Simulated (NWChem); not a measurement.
# GeS (germanium sulfide): levels of theory compared

We compute a comparison of 4 runs (wB97X/def2-SVP, wB97X/def2-SVPD, wB97X/def2-TZVP, wB97X/def2-TZVPD) of GeS (germanium sulfide). 

Program for the calculation: NWChem 7.3.0.

## Step 1: The molecule

The species is GeS (2 atoms), meant as a singlet with charge 0. SMILES: `[S+]#[Ge-]`. The bond length is the measured one.

Bond lengths: S1–Ge2 2.012 Å.

## Step 2: Energy and one-electron properties at wB97X/def2-SVP (run 1)

input.nw reads:

```
start input
title "germanium sulfide (GeS)"
memory total 2200 mb
charge 0
geometry noautosym nocenter noautoz
   S      0.000000     0.000000     0.000000
   Ge     0.000000     0.000000     2.012086
end
basis spherical bse
   * library def2-SVP
end
dft
   xc wb97x
   grid fine
   convergence energy 1e-08
   iterations 100
   mulliken
   noprint "final vectors analysis"
end
property
   dipole
   quadrupole
   mulliken
end
task dft property
```

Command:

```sh
$ nwchem input.nw > input.out
```

Log:

```text
[...]
          Wavefunction type:  closed shell.
          No. of atoms     :     2
          No. of electrons :    48
[...]
          Charge           :     0
          Spin multiplicity:     1
[...]
          AO basis - number of functions:    50
[...]
              XC Information
              --------------
                       wb97x  Method XC Functional
                     Hartree-Fock (Exact) Exchange  1.000
                         wb97x Exchange Functional  1.000
                      wb97x Correlation Functional  1.000
[...]
 d= 0,ls=0.0,diis     1  -2474.8102928219 -2.61D+03  2.32D-02  3.40D-01     2.0
[...]
 d= 0,ls=0.0,diis     8  -2474.8745698679 -5.98D-09  1.35D-06  6.68D-09    11.2
         Total DFT energy =    -2474.874569867892
      One electron energy =    -3712.321237176068
           Coulomb energy =     1207.532696978876
    Exchange-Corr. energy =     -104.741681311756
 Nuclear repulsion energy =      134.655651641056
[...]
      Total Density - Mulliken Population Analysis
     ---------------------------------------------
    Atom       Charge   Shell Charges
 -----------   ------   -------------------------------------------------------
    1 S   16    16.24   2.00  1.99  1.24  0.65  5.93  1.79  2.62  0.03
    2 Ge  32    31.76   2.00  2.00  2.00  1.46  0.44  6.00  5.97  0.98  0.80  8.09  1.82  0.22
[...]
   Dipole moment        2.2070116103 Debye(s)
             DMX       -0.0000000083 DMXEFC        0.0000000000
             DMY        0.0000000123 DMYEFC        0.0000000000
             DMZ        2.2070116103 DMZEFC        0.0000000000
   -EFC- dipole         0.0000000000 DEBYE(S)
   Total dipole         2.2070116103 DEBYE(S)
[...]
```

Run time: 12 s. Hardware: 1 thread of Intel Xeon Platinum 8259CL at 2.50GHz (Skylake/Cascade Lake), shared host; peak memory 0.11 GiB.

Atomic charges (e):

```csv
atom,Mulliken,Löwdin
S1,-0.243,-0.040
Ge2,+0.243,+0.040
```

## Step 3: The charge distribution at wB97X/def2-SVPD (run 2)

test.nw reads:

```
start test
title "GeS properties"
memory stack 880 mb heap 220 mb global 1100 mb

geometry noautosym nocenter noautoz
 S      0.000000     0.000000     0.000000
 Ge     0.000000     0.000000     2.012086
end

basis spherical bse
 * library def2-SVPD
end

dft
 xc wb97x
 mult 1
 grid fine
 convergence energy 1e-08
 maxiter 100
 mulliken
 noprint "final vectors analysis"
end

property
 dipole
 quadrupole
 mulliken
end

task dft property
```

Command:

```sh
$ nwchem test.nw > test.out
```

Log:

```text
[...]
          Wavefunction type:  closed shell.
          No. of atoms     :     2
          No. of electrons :    48
[...]
          Charge           :     0
          Spin multiplicity:     1
[...]
          AO basis - number of functions:    65
[...]
              XC Information
              --------------
                       wb97x  Method XC Functional
                     Hartree-Fock (Exact) Exchange  1.000
                         wb97x Exchange Functional  1.000
                      wb97x Correlation Functional  1.000
[...]
 d= 0,ls=0.0,diis     1  -2474.8146307108 -2.61D+03  1.88D-02  3.60D-01     3.1
[...]
 d= 0,ls=0.0,diis     8  -2474.8808501152 -8.24D-09  2.44D-06  9.86D-09    19.4
         Total DFT energy =    -2474.880850115173
      One electron energy =    -3711.991662909767
           Coulomb energy =     1207.178878247824
    Exchange-Corr. energy =     -104.723717094286
 Nuclear repulsion energy =      134.655651641056
[...]
      Total Density - Mulliken Population Analysis
     ---------------------------------------------
    Atom       Charge   Shell Charges
 -----------   ------   -------------------------------------------------------
    1 S   16    16.40   2.00  1.98  1.26  0.61  0.02  5.93  1.80  2.58  0.16  0.03  0.03
    2 Ge  32    31.60   2.00  2.00  1.99  1.51  0.30  0.09  6.00  5.97  0.97  0.64  8.09  1.82  0.20  0.02
[...]
   Dipole moment        2.4964540601 Debye(s)
             DMX        0.0000000045 DMXEFC        0.0000000000
             DMY       -0.0000000075 DMYEFC        0.0000000000
             DMZ        2.4964540601 DMZEFC        0.0000000000
   -EFC- dipole         0.0000000000 DEBYE(S)
   Total dipole         2.4964540601 DEBYE(S)
[...]
```

It took 20 s on 1 thread of Intel Xeon Platinum 8259CL at 2.50GHz (Skylake/Cascade Lake), shared host; peak memory 0.11 GiB.

Atomic charges (e):

```csv
atom,Mulliken,Löwdin
S1,-0.399,-0.280
Ge2,+0.399,+0.280
```

Run 3 isn't shown in full; the table further down has it.

## Step 4: The charge distribution at wB97X/def2-TZVPD (run 4)

ges.nw reads:

```
start ges
title "GeS"
memory 2200 mb

geometry units angstrom noautosym nocenter noautoz
  S        0.000000       0.000000       0.000000
  Ge       0.000000       0.000000       2.012086
end

basis spherical bse
  * library def2-TZVPD
end

dft
  xc wb97x
  grid fine
  convergence energy 1e-08
  iterations 100
  mulliken
  noprint "final vectors analysis"
end

property
  dipole
  quadrupole
  mulliken
end

task dft property
```

Command:

```sh
$ nwchem ges.nw > ges.out
```

Log:

```text
[...]
          Wavefunction type:  closed shell.
          No. of atoms     :     2
          No. of electrons :    48
[...]
          Charge           :     0
          Spin multiplicity:     1
[...]
          AO basis - number of functions:   100
[...]
              XC Information
              --------------
                       wb97x  Method XC Functional
                     Hartree-Fock (Exact) Exchange  1.000
                         wb97x Exchange Functional  1.000
                      wb97x Correlation Functional  1.000
[...]
 d= 0,ls=0.0,diis     1  -2475.2041511492 -2.61D+03  9.32D-03  8.61D-01    15.5
[...]
 d= 0,ls=0.0,diis    10  -2475.2741401838 -3.55D-09  4.20D-07  1.67D-09   118.4
         Total DFT energy =    -2475.274140183843
      One electron energy =    -3712.911122287165
           Coulomb energy =     1207.728207325440
    Exchange-Corr. energy =     -104.746876863173
 Nuclear repulsion energy =      134.655651641056
[...]
      Total Density - Mulliken Population Analysis
     ---------------------------------------------
    Atom       Charge   Shell Charges
 -----------   ------   -------------------------------------------------------
    1 S   16    16.29   2.01  0.47  1.48  1.11  0.77  0.03  4.19  1.66  0.94  2.31  1.24  0.03  0.01  0.03  0.00  0.00
    2 Ge  32    31.71   2.00  2.00  1.18  0.77  1.12  0.79  0.03  5.98  4.44  1.56  1.01  0.68  8.84  1.09  0.10  0.09  0.01  0.02
[...]
   Dipole moment        2.4352050635 Debye(s)
             DMX       -0.0000000092 DMXEFC        0.0000000000
             DMY        0.0000000032 DMYEFC        0.0000000000
             DMZ        2.4352050635 DMZEFC        0.0000000000
   -EFC- dipole         0.0000000000 DEBYE(S)
   Total dipole         2.4352050635 DEBYE(S)
[...]
```

Wall time 2 min (1 thread of Intel Xeon Platinum 8259CL at 2.50GHz (Skylake/Cascade Lake), shared host); peak memory 0.12 GiB.

Atomic charges (e):

```csv
atom,Mulliken,Löwdin
S1,-0.285,-0.240
Ge2,+0.285,+0.240
```

## Step 5: All runs side by side

```csv
run,level,energy (Eh),dipole moment (D),wall time
1,wB97X/def2-SVP,-2474.874570,2.21,12 s
2,wB97X/def2-SVPD,-2474.880850,2.50,20 s
3,wB97X/def2-TZVP,-2475.272836,2.46,56 s
4,wB97X/def2-TZVPD,-2475.274140,2.44,2 min
```

Convergence of the dipole moment of singlet GeS with the basis set, against the last point:

```csv
basis set,from the last (D),wall time
def2-SVP,-0.2282,12 s
def2-SVPD,+0.0613,20 s
def2-TZVP,+0.0257,56 s
def2-TZVPD,+0.0000,2 min
```

Convergence of the total energy of singlet GeS with the basis set, against the last point:

```csv
basis set,from the last (mEh),wall time
def2-SVP,+399.570,12 s
def2-SVPD,+393.290,20 s
def2-TZVP,+1.304,56 s
def2-TZVPD,+0.000,2 min
```

## Step 6: Summary of results

| quantity | value |
| --- | --- |
| run 4: total energy | -2475.27414 Eh |
| run 4: dipole moment | 2.44 D |

In words: For the dipole moment of singlet GeS to stay within 0.1 D of the last point, def2-SVPD is the first point of the series from which all later ones do (20 s against 2 min). The dipole moment (its size) runs from 2.21 D (wB97X/def2-SVP) to 2.50 D (wB97X/def2-SVPD). All runs together took 3.5 min, the longest 2 min.
